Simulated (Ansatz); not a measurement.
I need vertical and adiabatic energies of changing the electron count of BrFHSi, SMILES F[SiH]Br. Use the Ansatz DFT code, driven from Python. Settings (for the species named): r2SCAN, def2-SVP basis, multiplicity 2.

```yaml
atoms:
  - { symbol: F, position_ang: [-1.0540, -0.3260, 1.1033] }
  - { symbol: Si, position_ang: [-0.3141, -0.2426, -0.3033] }
  - { symbol: Br, position_ang: [1.8037, -0.6181, 0.0751] }
  - { symbol: H, position_ang: [-0.3801, 1.1264, -0.8954] }
```

`brfhsi.py`:
```python
# -*- coding: utf-8 -*-
'''How BrFHSi relaxes after losing an electron.'''

import itertools
import warnings

import ansatz as az
from ase.data import atomic_numbers, covalent_radii
import numpy as np

warnings.simplefilter('ignore', az.DeckWarning)

geometry_ang = [
    ('F', (-1.054, -0.326, 1.1033)),
    ('Si', (-0.3141, -0.2426, -0.3033)),
    ('Br', (1.8037, -0.6181, 0.0751)),
    ('H', (-0.3801, 1.1264, -0.8954)),
]
system = az.Crystal.molecule()
for symbol, xyz in geometry_ang:
    system = system.atom(symbol, xyz)

calc = (
    system.calculation()
    .basis(gaussian='def2-SVP')
    .functional('r2scan')
    .spin('collinear', total=1)
)
symbols = [site.symbol for site in system.cartesian_sites]
start = np.array([site.position_ang for site in system.cartesian_sites], dtype=float)
summary = calc.relax(force_tolerance=0.01, max_steps=100).run().report
end = np.array(summary['positions_ang'])

minimum = az.Crystal.molecule()
for symbol, place in zip(symbols, end):
    minimum = minimum.atom(symbol, place.tolist())
ion = minimum.calculation().basis(gaussian='def2-SVP').functional('r2scan').charge(1)
vertical = ion.run().report
settled = ion.relax(force_tolerance=0.01, max_steps=80).run().report
print(f'vertical ionisation energy   {vertical["free_energy_ev"] - summary["free_energy_ev"]:.3f} eV')
print(f'adiabatic, no zero point     {settled["free_energy_ev"] - summary["free_energy_ev"]:.3f} eV')
print(f'relaxation energy of the ion {vertical["free_energy_ev"] - settled["free_energy_ev"]:.3f} eV')
ionised = np.array(settled['positions_ang'])
# pairs closer than 1.2 times the sum of covalent radii, before or after
radius = [covalent_radii[atomic_numbers[s]] for s in symbols]
span = lambda where, i, j: np.linalg.norm(where[i] - where[j])
bonded = [(i, j) for i, j in itertools.combinations(range(len(symbols)), 2) if min(span(end, i, j), span(ionised, i, j)) < 1.2 * (radius[i] + radius[j])]
print('pair        before    after (A)')
for i, j in bonded:
    print(f'{symbols[i]}{i}-{symbols[j]}{j}'.ljust(10), f'{span(end, i, j):8.4f} {span(ionised, i, j):8.4f}')
```

Output of `python brfhsi.py`:
```text
vertical ionisation energy   9.200 eV
adiabatic, no zero point     8.111 eV
relaxation energy of the ion 1.089 eV
pair        before    after (A)
F0-Si1       1.6257   1.5734
Si1-Br2      2.2234   2.0958
Si1-H3       1.4988   1.4690
```

What to keep in mind:
- The energies are electronic: no zero-point or thermal terms, and the basis set is short of its limit. The product may relax into another structure. Each relaxation finds its nearest minimum, which needn't be the lowest.
- The run takes the species as open-shell (spin multiplicity 2), which needn't be its ground state.
- Only the spin states typed were run; another state of an ion can lie lower, by up to an eV or two.
- Run time: 80 s on 1 thread of Arm Neoverse V1, on a shared host, peak memory 0.22 GiB.
